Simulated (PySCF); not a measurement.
# C3H5AlF2: the cost of one run

The runs use PySCF 2.14.0, with density-fitted response routines of our own; the level of theory stands in each step. All values are computed, except where a source is named. Atoms are numbered from 0 throughout.

### 1 Starting geometry

11 atoms, charge 0, multiplicity 1; geometry from: GFN2-xTB. The atoms were then displaced at random by about 0.01 Å, so the start is not that level's minimum.

Bonds of the start (Å): F0–C1 1.41, C1–C2 1.33, C2–F3 1.30, C2–C4 1.49, C4–Al5 2.07, C1–H6 1.06, C4–H7 1.10, C4–H8 1.06, Al5–H9 1.55, Al5–H10 1.54.

### 2 Relaxing the molecule at PBE0-D3(BJ)/def2-SVP

Job settings and geometry (Å):

```
{"job": {"xc": "PBE0", "basis": "def2-SVP", "d3": "d3bj", "grid": 1, "shake": 0.01, "kind": "geom"}, "charge": 0, "multiplicity": 1}
F      0.060800     1.160750     1.082430
C     -1.153190     0.733000     0.507920
C     -1.054390    -0.398390    -0.186370
F     -2.089470    -0.862150    -0.813810
C      0.242240    -1.119940    -0.325010
Al     1.470670     0.529760    -0.126250
H     -1.990280     1.355500     0.713580
H      0.411490    -1.734580     0.574610
H      0.172620    -1.801130    -1.137250
H      2.635530     0.490560     0.895650
H      1.332100     1.620800    -1.201170
```

Launch:

```bash
$ OMP_NUM_THREADS=1 python probes_run.py task.json out
```

The driver reads the jobs from task.json and runs them one after another.

Q: Estimate the wall time and peak memory of this first job on 1 thread of Arm Neoverse V2, shared host.

About 54 s, with a peak of 0.47 GiB.
